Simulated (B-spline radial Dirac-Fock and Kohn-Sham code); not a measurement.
# Inner shells of Yb²⁺

Wanted for the Yb²⁺ ion: its photoionisation cross sections and the widths and yields of its core holes.

Program: B-spline radial Dirac-Fock and Kohn-Sham code, version 2. Model: a free atom or ion on a radial basis; each step names its model. All values are calculated, but those marked as tabulated.

## Step 1: The system

Yb²⁺, configuration [Xe] 4f14.

| Item | Value |
| --- | --- |
| nuclear charge | 70 |
| electrons | 68 |
| mass number | 174 |
| nuclear rms radius | 5.3108 fm |

Outer shells as boxes (Hund's rule, for the drawing alone; heavy ions are jj-coupled, and the calculation averages over the configuration):

```
[Xe] core
4f [↑↓][↑↓][↑↓][↑↓][↑↓][↑↓][↑↓]
```

## Step 2: Photoionisation

Model: independent-particle photoionisation: Dirac-Hartree-Slater potential of the initial state with a Latter tail for bound and continuum orbitals, all multipoles in the length form, thresholds from Dirac-Fock Delta-SCF.

Recorded inputs:

```ini
task = photo
Z = 70
charge = 2
configuration = 1s2 2s2 2p6 3s2 3p6 3d10 4s2 4p6 4d10 4f14 5s2 5p6
mass_number = 174
rms_radius = 5.3108  # fm
photon_energy = [21.22, 40.4, 150, 155.0, 542.0, 587.0, 600, 6910.0, 8047.8, 22162.9, 24800.0, 40000, 75900.0, 103000.0, 150000, 200000]  # eV
```

From the run's result record (rounded, not every field):

```text
status: converged
shells: ["K", "L1", "L2", "L3", "M1", "M2", "M3", "M4", "M5", "N1", "N2", "N3", "N4", "N5", "N6", "N7", "O1", "O2", "O3"]
occupation: [2.0, 2.0, 2.0, 4.0, 2.0, 2.0, 4.0, 4.0, 6.0, 2.0, 2.0, 4.0, 4.0, 6.0, 6.0, 8.0, 2.0, 2.0, 4.0]
threshold [eV]: [61344.0, 10510.0, 9994.01, 8958.79, 2418.48, 2192.69, 1969.86, 1590.65, 1543.02, 508.159, 416.308, 366.246, 215.13, 206.035, 21.6945, 20.4506, 78.675, 51.3658, 45.2462]
sigma [Mb]:
  - ["K", "-", "-", "-", "-", "-", "-", "-", "-", "-", "-", "-", "-", 0.00176, 0.000788, 0.000285, 0.00013]
  - ["L1", "-", "-", "-", "-", "-", "-", "-", "-", "-", 0.00283, 0.00224, 0.000785, 0.00017, 7.86e-05, 2.97e-05, 1.4e-05]
  - ["L2", "-", "-", "-", "-", "-", "-", "-", "-", "-", 0.00263, 0.0019, 0.000461, 6.44e-05, 2.49e-05, 7.75e-06, 3.21e-06]
  - ["L3", "-", "-", "-", "-", "-", "-", "-", "-", "-", 0.00375, 0.00266, 0.000593, 7.35e-05, 2.67e-05, 7.7e-06, 3.01e-06]
  - ["M1", "-", "-", "-", "-", "-", "-", "-", 0.00652, 0.00493, 0.000638, 0.000499, 0.00017, 3.63e-05, 1.68e-05, 6.37e-06, 3e-06]
  - ["M2", "-", "-", "-", "-", "-", "-", "-", 0.00814, 0.00586, 0.000483, 0.000356, 9.31e-05, 1.4e-05, 5.53e-06, 1.76e-06, 7.41e-07]
  - ["M3", "-", "-", "-", "-", "-", "-", "-", 0.0146, 0.0102, 0.000711, 0.000514, 0.000124, 1.65e-05, 6.13e-06, 1.81e-06, 7.15e-07]
  - ["M4", "-", "-", "-", "-", "-", "-", "-", 0.00787, 0.00474, 0.000127, 8.3e-05, 1.32e-05, 1.05e-06, 3.16e-07, 7.32e-08, 2.45e-08]
  - ["M5", "-", "-", "-", "-", "-", "-", "-", 0.0106, 0.00633, 0.000159, 0.000103, 1.58e-05, 1.19e-06, 3.46e-07, 7.74e-08, 2.54e-08]
  - ["N1", "-", "-", "-", "-", 0.0787, 0.0736, 0.0719, 0.00169, 0.00126, 0.000155, 0.000121, 4.1e-05, 8.74e-06, 4.05e-06, 1.54e-06, 7.25e-07]
  - ["N2", "-", "-", "-", "-", 0.0616, 0.0607, 0.0604, 0.00183, 0.0013, 0.000108, 8e-05, 2.11e-05, 3.21e-06, 1.28e-06, 4.1e-07, 1.73e-07]
  - ["N3", "-", "-", "-", "-", 0.216, 0.204, 0.2, 0.00318, 0.00222, 0.000157, 0.000114, 2.77e-05, 3.74e-06, 1.4e-06, 4.15e-07, 1.65e-07]
  - ["N4", "-", "-", "-", "-", 0.265, 0.26, 0.258, 0.00145, 0.000895, 2.72e-05, 1.8e-05, 2.94e-06, 2.43e-07, 7.36e-08, 1.71e-08, 5.75e-09]
  - ["N5", "-", "-", "-", "-", 0.416, 0.404, 0.399, 0.00194, 0.00119, 3.39e-05, 2.22e-05, 3.48e-06, 2.72e-07, 7.97e-08, 1.79e-08, 5.91e-09]
  - ["N6", "-", 1.37, 3.02, 2.98, 0.59, 0.49, 0.465, 9.82e-05, 5.1e-05, 5.37e-07, 3.14e-07, 3.31e-08, 1.55e-09, 3.53e-10, 6.15e-11, 1.73e-11]
  - ["N7", "-", 2.08, 4.05, 4.0, 0.758, 0.628, 0.596, 0.00012, 6.23e-05, 6.35e-07, 3.69e-07, 3.81e-08, 1.72e-09, 3.86e-10, 6.61e-11, 1.83e-11]
  - ["O1", "-", "-", 0.0737, 0.0724, 0.0191, 0.0171, 0.0166, 0.000276, 0.000205, 2.51e-05, 1.96e-05, 6.62e-06, 1.41e-06, 6.53e-07, 2.48e-07, 1.17e-07]
  - ["O2", "-", "-", 0.0582, 0.0541, 0.0136, 0.0125, 0.0122, 0.000239, 0.00017, 1.41e-05, 1.04e-05, 2.76e-06, 4.21e-07, 1.68e-07, 5.39e-08, 2.27e-08]
  - ["O3", "-", "-", 0.141, 0.135, 0.0359, 0.0323, 0.0314, 0.000394, 0.000275, 1.95e-05, 1.42e-05, 3.45e-06, 4.67e-07, 1.75e-07, 5.2e-08, 2.06e-08]
beta_dipole:
  - ["K", "-", "-", "-", "-", "-", "-", "-", "-", "-", "-", "-", "-", 1.96, 1.94, 1.9, 1.83]
  - ["L1", "-", "-", "-", "-", "-", "-", "-", "-", "-", 1.97, 1.97, 1.96, 1.94, 1.92, 1.87, 1.8]
  - ["L2", "-", "-", "-", "-", "-", "-", "-", "-", "-", 1.37, 1.34, 1.18, 0.908, 0.776, 0.611, 0.483]
  - ["L3", "-", "-", "-", "-", "-", "-", "-", "-", "-", 1.49, 1.45, 1.25, 0.866, 0.649, 0.357, 0.124]
  - ["M1", "-", "-", "-", "-", "-", "-", "-", 1.96, 1.96, 1.97, 1.96, 1.96, 1.94, 1.91, 1.86, 1.79]
  - ["M2", "-", "-", "-", "-", "-", "-", "-", 1.59, 1.57, 1.32, 1.28, 1.11, 0.859, 0.737, 0.585, 0.464]
  - ["M3", "-", "-", "-", "-", "-", "-", "-", 1.68, 1.67, 1.42, 1.38, 1.17, 0.798, 0.593, 0.317, 0.0955]
  - ["M4", "-", "-", "-", "-", "-", "-", "-", 1.22, 1.18, 0.788, 0.738, 0.518, 0.199, 0.0351, -0.182, -0.345]
  - ["M5", "-", "-", "-", "-", "-", "-", "-", 1.14, 1.09, 0.685, 0.637, 0.434, 0.129, -0.0391, -0.278, -0.469]
  - ["N1", "-", "-", "-", "-", 1.81, 1.84, 1.84, 1.96, 1.96, 1.96, 1.96, 1.96, 1.93, 1.91, 1.86, 1.79]
  - ["N2", "-", "-", "-", "-", 0.208, 0.477, 0.54, 1.6, 1.57, 1.3, 1.26, 1.09, 0.848, 0.729, 0.579, 0.46]
  - ["N3", "-", "-", "-", "-", 0.519, 0.693, 0.737, 1.7, 1.68, 1.4, 1.36, 1.15, 0.783, 0.581, 0.308, 0.0891]
  - ["N4", "-", "-", "-", "-", 0.317, 0.466, 0.503, 1.21, 1.16, 0.758, 0.709, 0.496, 0.188, 0.0231, -0.188, -0.348]
  - ["N5", "-", "-", "-", "-", 0.531, 0.66, 0.692, 1.11, 1.06, 0.654, 0.609, 0.412, 0.12, -0.052, -0.286, -0.473]
  - ["N6", "-", 1.05, 0.357, 0.361, 0.832, 0.865, 0.874, 0.726, 0.68, 0.388, 0.35, 0.248, -0.0895, -0.248, -0.417, -0.632]
  - ["N7", "-", 0.951, 0.364, 0.368, 0.845, 0.876, 0.885, 0.707, 0.662, 0.384, 0.348, 0.258, -0.069, -0.237, -0.387, -0.602]
  - ["O1", "-", "-", 1.64, 1.66, 1.9, 1.9, 1.9, 1.96, 1.96, 1.96, 1.96, 1.96, 1.93, 1.91, 1.86, 1.79]
  - ["O2", "-", "-", 0.0708, 0.0251, 1.24, 1.3, 1.32, 1.6, 1.57, 1.29, 1.26, 1.09, 0.846, 0.727, 0.577, 0.459]
  - ["O3", "-", "-", -0.197, -0.169, 1.22, 1.27, 1.29, 1.7, 1.68, 1.4, 1.36, 1.14, 0.78, 0.578, 0.306, 0.0878]
```

Rows start with the subshell; columns follow the photon energies; blanks lie below or just at threshold.

Summed over subshells:

```csv
hν (eV),total (kb),K (%),L (%),M (%),N (%),O (%)
40.400,3450,-,-,-,100.0,-
150.00,7340,-,-,-,96.3,3.7
155.00,7240,-,-,-,96.4,3.6
542.00,2460,-,-,-,97.2,2.8
587.00,2180,-,-,-,97.2,2.8
600.00,2110,-,-,-,97.1,2.9
6910.0,58.9,-,-,81.0,17.5,1.5
8047.8,39.7,-,-,80.8,17.6,1.6
22163,11.9,-,77.6,17.8,4.1,0.5
24800,8.76,-,77.7,17.8,4.1,0.5
40000,2.36,-,77.8,17.6,4.1,0.5
75900,2.16,81.7,14.3,3.2,0.8,0.1
103000,0.955,82.5,13.6,3.0,0.7,0.1
150000,0.343,83.1,13.2,2.9,0.7,0.1
200000,0.156,83.4,12.9,2.9,0.7,0.1
```

## Step 3: Decay of the holes

Model: independent-particle rates: relativistic LDA orbitals of the hole state, multipoles to L = 3 (length form), Coulomb Auger matrix elements with a Latter-tail continuum; energies from Dirac-Fock.

Recorded inputs:

```ini
task = decay
holes = ["K", "L1", "L2", "L3", "M1", "M2", "M3", "M4", "M5", "N1", "N2", "N3", "N4", "N5", "N6", "N7"]
```

From the run's result record (rounded, not every field):

```text
status: converged
K:
  width_radiative: 29.58
  width_radiative_velocity: 30.244
  width_nonradiative: 1.4898
  coster_kronig: {}
  radiative: [["L3", 52385.0, 15.118], ["L2", 51350.0, 8.5727], ["M3", 59374.0, 3.0555], ["M2", 59151.0, 1.5729], ["N3", 60978.0, 0.68237], ["N2", 60928.0, 0.35146]]
  auger: [["L2L3", 42172.0, 0.35879], ["L1L2", 40652.0, 0.15333], ["L1L3", 41700.0, 0.15228], ["L3L3", 43217.0, 0.15222], ["L1L1", 40128.0, 0.11129], ["L2M3", 49303.0, 0.065968]]
L1:
  width_radiative: 0.61943
  width_radiative_velocity: 0.62149
  width_nonradiative: 4.6516
  coster_kronig: {"L2": 0.95623, "L3": 1.868}
  radiative: [["M3", 8540.2, 0.26515], ["M2", 8317.3, 0.19941], ["N3", 10144.0, 0.066603], ["N2", 10094.0, 0.047831], ["L3", 1551.2, 0.010255], ["O3", 10465.0, 0.0087454]]
  auger: [["L3N5", 1318.0, 0.40688], ["L3N4", 1307.8, 0.32673], ["M4M5", 7315.4, 0.31506], ["L3N7", 1509.9, 0.29621], ["L3N1", 1013.1, 0.25269], ["L3N6", 1508.5, 0.23731]]
L2:
  width_radiative: 1.0511
  width_radiative_velocity: 1.0727
  width_nonradiative: 3.3488
  coster_kronig: {"L3": 0.64211}
  radiative: [["M4", 8403.4, 0.86763], ["N4", 9778.9, 0.15347], ["M1", 7575.5, 0.022416], ["N1", 9485.8, 0.0054888], ["O1", 9915.3, 0.00090108], ["M3", 8024.1, 0.00065586]]
  auger: [["M4M5", 6799.4, 0.65457], ["M2M3", 5781.6, 0.27734], ["L3N4", 791.78, 0.2486], ["M2M5", 6202.0, 0.23792], ["M3M4", 6380.0, 0.18858], ["L3N2", 588.22, 0.1833]]
L3:
  width_radiative: 0.95369
  width_radiative_velocity: 0.96677
  width_nonradiative: 3.3547
  coster_kronig: {}
  radiative: [["M5", 7415.8, 0.69958], ["N5", 8752.8, 0.11815], ["M4", 7368.1, 0.079223], ["M1", 6540.3, 0.033257], ["N4", 8743.7, 0.013203], ["N1", 8450.6, 0.0079157]]
  auger: [["M4M5", 5764.2, 0.70202], ["M5M5", 5813.8, 0.45892], ["M3M5", 5396.7, 0.34758], ["M3M4", 5344.7, 0.24222], ["M3M3", 4969.7, 0.22002], ["M2M3", 4746.3, 0.17159]]
M1:
  width_radiative: 0.020901
  width_radiative_velocity: 0.020384
  width_nonradiative: 16.758
  coster_kronig: {"M2": 2.1403, "M3": 10.535, "M4": 1.332, "M5": 1.8757}
  radiative: [["N3", 2052.2, 0.0082671], ["N2", 2002.2, 0.0079739], ["M3", 448.62, 0.0019729], ["O3", 2373.2, 0.0012451], ["O2", 2367.1, 0.0011833], ["M2", 225.79, 0.0001166]]
  auger: [["M3N7", 406.52, 3.1277], ["M3N6", 404.82, 2.501], ["M3N3", 57.955, 1.5695], ["M3N2", 5.9169, 1.3056], ["M2N7", 183.41, 0.94276], ["M3N5", 218.05, 0.90425]]
M2:
  width_radiative: 0.021567
  width_radiative_velocity: 0.02119
  width_nonradiative: 10.694
  coster_kronig: {"M3": 0.85338, "M4": 7.5828, "M5": 1.2899}
  radiative: [["N4", 1977.6, 0.014581], ["M4", 602.04, 0.0036434], ["N1", 1684.5, 0.0027434], ["O1", 2114.0, 0.00046505], ["N6", 2171.0, 0.0001182], ["N3", 1826.4, 1.3856e-05]]
  auger: [["M4N7", 559.63, 2.5656], ["M4N6", 559.08, 1.6899], ["M4N3", 210.05, 0.8811], ["M5N2", 206.42, 0.83548], ["M4N1", 67.026, 0.75608], ["M4N2", 159.31, 0.74004]]
M3:
  width_radiative: 0.022262
  width_radiative_velocity: 0.021921
  width_nonradiative: 9.2841
  coster_kronig: {"M4": 0.79531, "M5": 7.3498}
  radiative: [["N5", 1763.8, 0.014633], ["N1", 1461.7, 0.0037284], ["N4", 1754.7, 0.0018394], ["M5", 426.84, 0.0012349], ["O1", 1891.2, 0.00062152], ["M4", 379.2, 9.2943e-05]]
  auger: [["M5N7", 385.02, 2.1756], ["M5N6", 382.99, 1.8181], ["M5N3", 35.166, 1.5886], ["M5N5", 196.23, 0.78315], ["M5N4", 186.07, 0.55264], ["M4N7", 336.8, 0.26541]]
M4:
  width_radiative: 0.023052
  width_radiative_velocity: 0.023342
  width_nonradiative: 2.4317
  coster_kronig: {"M5": 1.0048}
  radiative: [["N6", 1569.0, 0.021553], ["N2", 1174.3, 0.0011727], ["O2", 1539.3, 0.00015599], ["N3", 1224.4, 0.0001476], ["O3", 1545.4, 1.9027e-05], ["N4", 1375.5, 2.4371e-06]]
  auger: [["M5N6", 3.7822, 0.88142], ["N4N5", 1146.8, 0.23857], ["N6N7", 1528.1, 0.22507], ["N3N4", 986.92, 0.13696], ["M5N7", 5.8179, 0.12333], ["N4N7", 1333.6, 0.11953]]
M5:
  width_radiative: 0.021732
  width_radiative_velocity: 0.021931
  width_nonradiative: 1.4753
  coster_kronig: {}
  radiative: [["N7", 1522.6, 0.019616], ["N6", 1521.3, 0.0010124], ["N3", 1176.8, 0.00097386], ["O3", 1497.8, 0.00012548], ["N5", 1337.0, 2.5679e-06], ["N4", 1327.9, 6.7461e-07]]
  auger: [["N6N7", 1480.5, 0.19378], ["N5N5", 1108.6, 0.19235], ["N4N5", 1099.1, 0.17008], ["N5N7", 1296.7, 0.16075], ["N7N7", 1482.2, 0.13187], ["N3N5", 950.28, 0.12725]]
N1:
  width_radiative: 0.00060744
  width_radiative_velocity: 0.00054857
  width_nonradiative: 12.974
  coster_kronig: {"N2": 2.3821, "N3": 7.3031, "N4": 0.91817, "N5": 1.1058, "N6": 0.64492, "N7": 0.55326}
  radiative: [["N3", 141.91, 0.00033459], ["O2", 456.79, 0.00014575], ["O3", 462.91, 8.3233e-05], ["N2", 91.851, 4.3337e-05], ["N5", 302.12, 3.3592e-07], ["N4", 293.03, 1.8805e-07]]
  auger: [["N3N7", 100.68, 2.6848], ["N3N6", 98.825, 2.1809], ["N2O3", 31.253, 0.93893], ["N3O3", 81.427, 0.92442], ["N3O1", 46.206, 0.75843], ["N3O2", 74.522, 0.75462]]
N2:
  width_radiative: 0.0011484
  width_radiative_velocity: 0.0010366
  width_nonradiative: 12.568
  coster_kronig: {"N3": 1.5613, "N4": 8.6387, "N5": 1.2346, "N6": 0.68652, "N7": 0.38079}
  radiative: [["N4", 201.18, 0.0009862], ["O1", 337.63, 0.0001607], ["N6", 394.61, 1.3734e-06], ["O3", 371.06, 9.0162e-08], ["N3", 50.062, 7.9064e-10], ["N5", 210.27, 1.6883e-11]]
  auger: [["N4N7", 159.29, 4.8284], ["N4N6", 160.19, 2.3101], ["N3N6", 6.9739, 0.86697], ["N3N7", 8.8299, 0.6943], ["N4O3", 140.49, 0.60948], ["N5N6", 167.22, 0.59746]]
N3:
  width_radiative: 0.00074487
  width_radiative_velocity: 0.00065293
  width_nonradiative: 9.8819
  coster_kronig: {"N4": 1.2885, "N5": 7.3528, "N6": 0.58355, "N7": 0.58624}
  radiative: [["N5", 160.21, 0.00049562], ["O1", 287.57, 0.00020279], ["N4", 151.12, 4.5467e-05], ["N7", 345.8, 7.6646e-07], ["N6", 344.55, 1.2488e-07], ["O2", 314.88, 5.971e-08]]
  auger: [["N5N7", 119.91, 2.7109], ["N5N6", 117.16, 2.5578], ["N5O3", 99.553, 0.8425], ["N5O1", 64.364, 0.64222], ["N5O2", 92.745, 0.59935], ["N4N7", 109.23, 0.56124]]
N4:
  width_radiative: 0.00099343
  width_radiative_velocity: 0.00086675
  width_nonradiative: 6.4615
  coster_kronig: {"N6": 6.1713, "N7": 0.23174}
  radiative: [["N6", 193.44, 0.00092518], ["O2", 163.76, 5.9664e-05], ["O3", 169.88, 8.583e-06], ["O1", 136.45, 2.5128e-09], ["N7", 194.68, 1.097e-11], ["N5", 9.0946, 4.1911e-12]]
  auger: [["N6N7", 152.57, 3.7515], ["N6N6", 151.89, 1.2127], ["N6O3", 132.83, 0.48072], ["N6O1", 97.811, 0.41026], ["N6O2", 126.29, 0.31615], ["N7O2", 127.34, 0.10526]]
N5:
  width_radiative: 0.00089996
  width_radiative_velocity: 0.00078012
  width_nonradiative: 6.2984
  coster_kronig: {"N6": 2.991, "N7": 3.241}
  radiative: [["N7", 185.58, 0.00080778], ["O3", 160.79, 5.2686e-05], ["N6", 184.34, 3.9491e-05], ["O1", 127.36, 2.0509e-09], ["O2", 154.67, 5.0218e-13]]
  auger: [["N6N7", 143.47, 2.7458], ["N7N7", 145.19, 1.9919], ["N7O3", 125.04, 0.45829], ["N7O1", 89.954, 0.40932], ["N7O2", 118.24, 0.38141], ["N6O3", 123.73, 0.08935]]
```

All in eV. For each hole the six strongest lines (shell, energy, width) and Auger groups (final holes, energy, width) are shown.

How each hole decays (widths in eV):

```csv
hole,radiative,Auger,Coster-Kronig,total,yield,lifetime (fs)
K (1s),29.6,1.49,0,31.1,0.952,0.0212
L1 (2s),0.619,1.83,2.82,5.27,0.118,0.125
L2 (2p1/2),1.05,2.71,0.642,4.40,0.239,0.150
L3 (2p3/2),0.954,3.35,0,4.31,0.221,0.153
M1 (3s),0.0209,0.876,15.9,16.8,0.00125,0.0392
M2 (3p1/2),0.0216,0.968,9.73,10.7,0.00201,0.0614
M3 (3p3/2),0.0223,1.14,8.15,9.31,0.00239,0.0707
M4 (3d3/2),0.0231,1.43,1.00,2.45,0.00939,0.268
M5 (3d5/2),0.0217,1.48,0,1.50,0.0145,0.440
N1 (4s),6.07e-04,0.0663,12.9,13.0,4.68e-05,0.0507
N2 (4p1/2),0.00115,0.0660,12.5,12.6,9.14e-05,0.0524
N3 (4p3/2),7.45e-04,0.0709,9.81,9.88,7.54e-05,0.0666
N4 (4d3/2),9.93e-04,0.0585,6.40,6.46,1.54e-04,0.102
N5 (4d5/2),9.00e-04,0.0665,6.23,6.30,1.43e-04,0.104
```

Emission lines that fill the K hole:

```
  Kα2 51350.0      56.7 #############################
  Kα1 52385.2       100 ################################
  Kβ3 59151.3      10.4 #####################
  Kβ1 59374.1      20.2 ########################
Kβ2'' 60927.7      2.32 #############
 Kβ2' 60977.7      4.51 #################
 K-O2 61292.6     0.311 ###
 K-O3 61298.7     0.581 #######
```
(bars on a logarithmic scale, % of the strongest)

## Step 4: What came out

| quantity | value |
| --- | --- |
| total at 600.00 eV | 2110 kb |
| strongest subshell at 600.00 eV | N7 (4f7/2), 596 kb, β = 0.88 |
| K hole: width, yield | 31.1 eV, 0.952 |
| its lifetime | 0.0212 fs |
| its strongest line | Kα1 (K-L3), 52385.2 eV |

**Reading.** N7 (4f7/2) leads at 600.00 eV with 28 % of the total, and the K shell holds 83 % at 200000 eV. Under 200 eV, coupling between channels can change such values by tens of per cent. With a yield of 0.95, X-ray emission is the main way out for the K hole, in 0.021 fs. Coster-Kronig decay rules L1, M1, M2, M3, N1, N2, N3, N4 and N5, where this model's widths can be far from the measured ones. The Hartree-Fock and Dirac-Fock values hold no electron correlation.
